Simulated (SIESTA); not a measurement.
Crystal: GaGe3.

```
CELL_PARAMETERS angstrom
0.00000 3.38717 3.38717
3.38717 0.00000 3.38717
3.38717 3.38717 0.00000
ATOMIC_POSITIONS crystal
Ge 0.50000 0.50000 0.50000
Ge 0.75000 0.75000 0.75000
Ge 0.25000 0.25000 0.25000
Ga 0.00000 0.00000 0.00000
```

The cell comes from a database or a generator and needn't be the stable form of this composition.

| Item | Value |
| --- | --- |
| Program | SIESTA 5.4.2 |
| Task | single point |
| Functional | PBE |
| Potentials or basis | PseudoDojo 0.4 standard (PBE files) |
| Basis | DZP (energy shift 0.003 Ry; two zetas on semicore shells) |
| Grid cutoff | 800 Ry |
| Energy shift | 0.003 Ry |
| k mesh | 7 × 7 × 7 |
| Occupations | fermi-dirac, width 0.05 eV |
| Spin | no spin polarisation |

On this cell: pressure 1.2 GPa; largest force zero by symmetry; band gap on the k mesh none (metal or under the smearing width).

The same run follows on a disturbed copy (atoms moved at random, drawn with an rms of 0.05 Å):

```
CELL_PARAMETERS angstrom
0.00000 3.38717 3.38717
3.38717 0.00000 3.38717
3.38717 3.38717 0.00000
ATOMIC_POSITIONS crystal
Ge 0.50734 0.50116 0.49465
Ge 0.75945 0.75176 0.74618
Ge 0.24907 0.25508 0.25198
Ga 0.00983 0.98232 0.01066
```

**Question.** What does the disturbed cell give?

**Answer.** The energy (extrapolated to zero smearing) moves by +2.7 meV/atom; pressure 1.0 GPa; largest force 0.218 eV/Å; band gap on the k mesh none (metal or under the smearing width).

Forces on the atoms (eV/Å):
```
Ge   0.038  0.069 -0.037
Ge  -0.001  0.016 -0.070
Ge  -0.098  0.064 -0.038
Ga   0.062 -0.150  0.145
```

Stress tensor (GPa, compression positive):
```
 0.94 -0.01  0.04
-0.01  1.06 -0.05
 0.04 -0.05  1.00
```

Caveats: the basis of atomic orbitals isn't converged, which shifts pressures, moduli and gaps.
